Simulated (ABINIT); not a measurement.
# Zr3S2: single point with PBE

Crystal: Zr3S2.

```xyz
5
Lattice="2.9025 1.6758 3.4878 -2.9025 1.6758 3.4878 0.0000 -3.3516 3.4878" Properties=species:S:1:pos:R:3 pbc="T T T"
Zr    0.9832    1.7029    5.2317
Zr    0.9832   -1.7029    5.2317
Zr   -1.9663    0.0000    5.2317
S     0.0000    0.0000    6.9583
S     0.0000    0.0000    3.5050
```

The cell comes from a database or a generator and needn't be the stable form of this composition.

```
Program             : ABINIT 10.8.3 (patched build)
Task                : single point
Functional          : PBE
Potentials or basis : JTH PAW PBE v2.0
Cutoff              : 544 eV
k mesh              : 6 × 6 × 6
Occupations         : fermi-dirac, width 0.05 eV
Spin                : no spin polarisation
Fine-grid cutoff    : 1088.46 eV
```

- Pressure: -1.1 GPa
- Largest force: 0.059 eV/Å
- Band gap on the k mesh: none (metal or under the smearing width)
- Valence electrons inside the program's atomic spheres: Zr 9.03; S 3.64

Forces in eV/Å, atoms in the order of the input:
```
Zr  -0.029 -0.051  0.000
Zr  -0.029  0.051  0.000
Zr   0.059  0.000  0.000
S    0.000  0.000 -0.017
S    0.000  0.000  0.017
```

Stress tensor (GPa, compression positive):
```
-1.17  0.00  0.00
 0.00 -1.17  0.00
 0.00  0.00 -1.04
```

Levels at points of the mesh, in eV from the Fermi level:
```
           k point  band 20  band 21  band 22  band 23  band 24  band 25  band 26  band 27  band 28  band 29
(0.00, 0.00, 0.00)    -4.08    -2.59    -1.82     0.10     0.10     0.70     0.70     2.00     2.75     2.76
(0.50, 0.00, 0.00)    -3.68    -1.20    -1.11    -0.84    -0.66    -0.12     1.01     1.77     1.78     2.48
(0.50, 0.50, 0.00)    -3.73    -1.86    -1.21    -0.82    -0.28    -0.04     0.93     1.90     2.00     2.15
(0.50, 0.50, 0.50)    -4.32    -0.77    -0.39    -0.17    -0.17     0.34     0.34     1.08     1.08     2.41
```

It took 100 s on 1 thread of Arm Neoverse V1, with other jobs on the host, peak memory 0.21 GiB.
